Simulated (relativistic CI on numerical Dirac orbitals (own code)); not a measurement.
# Mn⁴⁺: resonant inelastic X-ray scattering at the L2,3 edge

Aim: the energy losses and their intensities at the absorption maxima, by the Kramers-Heisenberg formula, for 6 crystal fields.

The numbers are computed with relativistic CI on numerical Dirac orbitals (own code) version 3 (Dirac-Coulomb-Breit CI, KLI orbitals optimised for each configuration, model QED (radiative potential, 1s self-energy scaled to tabulated hydrogen-like ionisation energies), valence Slater integrals scaled by 0.9, Kramers-Heisenberg scattering through one core-hole configuration in a parametric crystal field), except any that are marked as measured or tabulated.

### Step 1. The atom as given

- ion: Mn⁴⁺ (Mn V)
- nuclear charge: 25
- electrons: 21
- configurations: [Ar] 3d3 → [He] 2s2 2p5 3s2 3p6 3d4
- temperature: 300 K
- core-hole width: 0.6 eV
- field 1 (cm⁻¹): Oh, 10Dq = 5000
- field 2 (cm⁻¹): Oh, 10Dq = 11300
- field 3 (cm⁻¹): Oh, 10Dq = 17550
- field 4 (cm⁻¹): Oh, 10Dq = 23850
- field 5 (cm⁻¹): Oh, 10Dq = 30150
- field 6 (cm⁻¹): Oh, 10Dq = 36450

### Step 2. Field 1: Oh, 10Dq = 5000

The run's settings:

```ini
atom Mn  Z=25  charge=4  electrons=21
nucleus A=55  rms_radius_fm=3.7057
hamiltonian dirac-coulomb  breit=on  qed=on  c_scale=1
orbitals kli  potential=per-configuration
slater_scale 0.9
correlation none
mixing on
configurations
  [Ar] 3d3
  [He] 2s2 2p5 3s2 3p6 3d4
end
rixs L2,3 T=300 core_hole_width=0.6
crystal_field Oh 10Dq=5000
```

Started as:

```sh
> python run_levels.py task.json out
```

The settings of every run stand in task.json; they run in order.

### Step 3. Field 2: Oh, 10Dq = 11300

The settings differ from step 2 so:

```diff
@@ -12,2 +12,2 @@
 rixs L2,3 T=300 core_hole_width=0.6
-crystal_field Oh 10Dq=5000
+crystal_field Oh 10Dq=11300
```

### Step 4. Field 3: Oh, 10Dq = 17550

The settings differ from step 3 so:

```diff
@@ -12,2 +12,2 @@
 rixs L2,3 T=300 core_hole_width=0.6
-crystal_field Oh 10Dq=11300
+crystal_field Oh 10Dq=17550
```

### Step 5. Field 4: Oh, 10Dq = 23850

The settings differ from step 4 so:

```diff
@@ -12,2 +12,2 @@
 rixs L2,3 T=300 core_hole_width=0.6
-crystal_field Oh 10Dq=17550
+crystal_field Oh 10Dq=23850
```

### Step 6. Field 5: Oh, 10Dq = 30150

The settings differ from step 5 so:

```diff
@@ -12,2 +12,2 @@
 rixs L2,3 T=300 core_hole_width=0.6
-crystal_field Oh 10Dq=23850
+crystal_field Oh 10Dq=30150
```

### Step 7. Field 6: Oh, 10Dq = 36450

The settings differ from step 6 so:

```diff
@@ -12,2 +12,2 @@
 rixs L2,3 T=300 core_hole_width=0.6
-crystal_field Oh 10Dq=30150
+crystal_field Oh 10Dq=36450
```

(Steps that only read results are left out.)

**Question.** What will these runs give? Wanted: incident energies, field 1; share of spin-changing ones, field 1.

The runs gave:

| field | S, thermal mean | first incident energy (eV) | lowest loss over 0.08 eV (eV) | strongest such loss there (eV) | its level |
| --- | --- | --- | --- | --- | --- |
| 1: Oh | 1.50 | 648.2 | 0.606 | 0.617 | G8, S = 1.5 |
| 2: Oh | 1.50 | 648.4 | 1.384 | 1.395 | G8, S = 1.5 |
| 3: Oh | 1.50 | 648.7 | 2.158 | 2.167 | G8, S = 1.5 |
| 4: Oh | 1.50 | 649.1 | 2.705 | 2.952 | G8, S = 1.5 |
| 5: Oh | 1.50 | 649.1 | 2.743 | 3.729 | G8, S = 1.5 |
| 6: Oh | 1.50 | 649.5 | 2.766 | 4.533 | G8, S = 1.5 |

| quantity | value |
| --- | --- |
| incident energies, field 1 | 648.2, 649.0, 649.7 eV |
| strongest loss over 0.08 eV, field 1 | 0.62 eV |
| share of spin-changing ones, field 1 | 26 % |

In field 1 the strongest loss over 0.08 eV at the first resonance is 0.62 eV (G8, S = 1.5). As 10Dq goes from 5000 to 36450 cm⁻¹, that strongest loss goes from 0.62 to 4.53 eV. Losses that change the spin take 26 % of the listed intensity; the core hole's spin-orbit coupling allows them. The first incident energy is the lowest absorption maximum of each field and need not be the same resonance in all. Only the lowest levels kept in the record count, and labels are spin-orbit irreps. Polarisations are summed, and charge-transfer losses are outside the model.
